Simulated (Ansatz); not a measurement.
**PBE/6-31G(d) (spherical functions) run of Si2NH6Cl (SMILES N[SiH]([SiH3])Cl)**

Aim: the vertical singlet–triplet gap of Si2NH6Cl at PBE/6-31G* (spherical functions), from 2 runs. 

The results are computed with Ansatz 0.2.0.

68 further runs of the same task are left out: 2 that didn't finish, 66 set aside as unsound or not needed.

### Step 1. The structure to begin with

The species is Si2NH6Cl (10 atoms), meant as a singlet with charge 0. As SMILES, `N[SiH]([SiH3])Cl`. Geometry: relaxed at PBE0-D4/def2-TZVP. This is one conformer, not always the lowest.

Bond lengths: N1–Si2 1.706 Å, Si2–Si3 2.336 Å, Si2–Cl4 2.083 Å, N1–H5 1.008 Å, N1–H6 1.008 Å, Si2–H7 1.482 Å, Si3–H8 1.486 Å, Si3–H9 1.489 Å, Si3–H10 1.488 Å. Some angles: N1–Si2–Si3 109.4°, N1–Si2–Cl4 114.5°, Si3–Si2–Cl4 106.1°, N1–Si2–H7 107.1°, Si3–Si2–H7 114.7°, Cl4–Si2–H7 105.1°, Si2–N1–H5 120.5°, Si2–N1–H6 120.3°, Si2–Si3–H8 110.2°, Si2–Si3–H9 108.8°.

### Step 2. The energy at PBE/6-31G(d) (spherical functions)

The input, job.yaml:

```yaml
crystal:
  periodic: [false, false, false]
  atoms:
    - {symbol: N, position_ang: [-0.500400, 1.640400, -0.476600]}
    - {symbol: Si, position_ang: [-0.088700, 0.024400, -0.834700]}
    - {symbol: Si, position_ang: [0.678000, -1.030800, 1.103600]}
    - {symbol: Cl, position_ang: [-1.669600, -1.135800, -1.538400]}
    - {symbol: H, position_ang: [-1.066800, 1.857300, 0.327900]}
    - {symbol: H, position_ang: [-0.657600, 2.302300, -1.220500]}
    - {symbol: H, position_ang: [0.889100, 0.060000, -1.948200]}
    - {symbol: H, position_ang: [0.872200, -2.482600, 0.855100]}
    - {symbol: H, position_ang: [-0.336100, -0.853800, 2.179500]}
    - {symbol: H, position_ang: [1.962900, -0.432600, 1.555400]}
basis:
  gaussian: {orbitals: 6-31G_st_-spherical.json}
hamiltonian: {xc: {name: PBE}}
accuracy: high
output: {orbitals: {seedname: orbitals}}
```

The basis set 6-31G* is read from a file made from the Basis Set Exchange's data (not shown).

Launch:

```sh
$ ansatz run job.yaml --threads 1 --pin off --max-ram 3480MiB --events-out events.jsonl --progress --plain --runs-dir runs
```

Output:

```text
Warning: RAYON_NUM_THREADS=1 ignored (pool sized by the plan → 1); use --threads N
Functional definition: PBE
  name "PBE"
  parameter kappa = 0.804
  parameter beta = 0.06672455060314922
  exchange = pbe_x(kappa = kappa, mu = beta*pi^2/3)
  correlation = pbe_c(beta = beta)
1819 factors; integrals over basis functions are off by at most 3.5e-9 eV
mean field evaluation 1: about -29843.0003 eV, gradient 6.0e1 eV
mean field evaluation 2: about -29812.7848 eV, gradient 1.2e2 eV
mean field evaluation 4: about -29850.2967 eV, gradient 6.4e0 eV
mean field evaluation 8: about -29850.4106 eV, gradient 1.3e-1 eV
mean field evaluation 16: about -29850.4107 eV, gradient 1.3e-5 eV
mean field -29850.41067145 eV, -1096.9823588407 hartree, gradient 6.4e-8 eV, S^2 0.000000; 0 other end points of the search recorded, 0 dependent functions left out
reference -29850.41067541 eV, -1096.9823589861 hartree; 29, 29 occupied and 51, 51 virtual orbitals, 1819 factors
Total energy: -29850.41067541 eV, -1096.9823589861 hartree
```

It took 8.1 s on 1 thread of Arm Neoverse V1, shared host; peak memory 0.21 GiB.

### Step 3. The triplet

The input, in.yaml:

```yaml
crystal:
  periodic: [false, false, false]
  atoms:
    - {symbol: "N", position_ang: [-0.500400, 1.640400, -0.476600]}
    - {symbol: Si, position_ang: [-0.088700, 0.024400, -0.834700]}
    - {symbol: Si, position_ang: [0.678000, -1.030800, 1.103600]}
    - {symbol: Cl, position_ang: [-1.669600, -1.135800, -1.538400]}
    - {symbol: H, position_ang: [-1.066800, 1.857300, 0.327900]}
    - {symbol: H, position_ang: [-0.657600, 2.302300, -1.220500]}
    - {symbol: H, position_ang: [0.889100, 0.060000, -1.948200]}
    - {symbol: H, position_ang: [0.872200, -2.482600, 0.855100]}
    - {symbol: H, position_ang: [-0.336100, -0.853800, 2.179500]}
    - {symbol: H, position_ang: [1.962900, -0.432600, 1.555400]}
basis:
  gaussian:
    orbitals: 6-31G_st_-spherical.json
magnetization:
  spin_polarized: true
  initial_magnetization: 2
hamiltonian:
  xc: {name: PBE}
accuracy: high
output:
  orbitals: {seedname: orbitals}
```

The basis set 6-31G* is read from a file made from the Basis Set Exchange's data (not shown).

Launch:

```sh
$ ansatz run in.yaml --threads 1 --pin off --max-ram 3480MiB --events-out events.jsonl --progress --plain --runs-dir runs
```

Output (excerpt; [...] marks lines left out):

```text
Warning: RAYON_NUM_THREADS=1 ignored (pool sized by the plan → 1); use --threads N
[... 2 set-up lines as earlier in the session ...]
[...]
1819 factors; integrals over basis functions are off by at most 3.5e-9 eV
[...]
mean field -29844.70099877 eV, -1096.7725322399 hartree, gradient 3.1e-8 eV, S^2 2.002557; 8 other end points of the search recorded, 0 dependent functions left out
reference -29844.70100330 eV, -1096.7725324063 hartree; 30, 28 occupied and 50, 52 virtual orbitals, 1819 factors
Total energy: -29844.70100330 eV, -1096.7725324063 hartree
```

Wall time 41 s (1 thread of Arm Neoverse V1, shared host); peak memory 0.29 GiB.

### Step 4. Summary of results

At PBE/6-31G* (spherical functions):

```
                                        quantity           value
                           singlet: total energy  -1096.98236 Eh
                            singlet: HOMO energy        -6.36 eV
                            singlet: LUMO energy        -0.63 eV
                          singlet: HOMO–LUMO gap         5.74 eV
                           triplet: total energy  -1096.77253 Eh
     triplet: HOMO energy (highest over α and β)        -1.23 eV
                                   triplet: ⟨S²⟩           2.003
vertical energy of the triplet above the singlet        5.710 eV
```

**Reading.** At this shape the triplet lies 5.71 eV (551 kJ/mol) above the singlet.
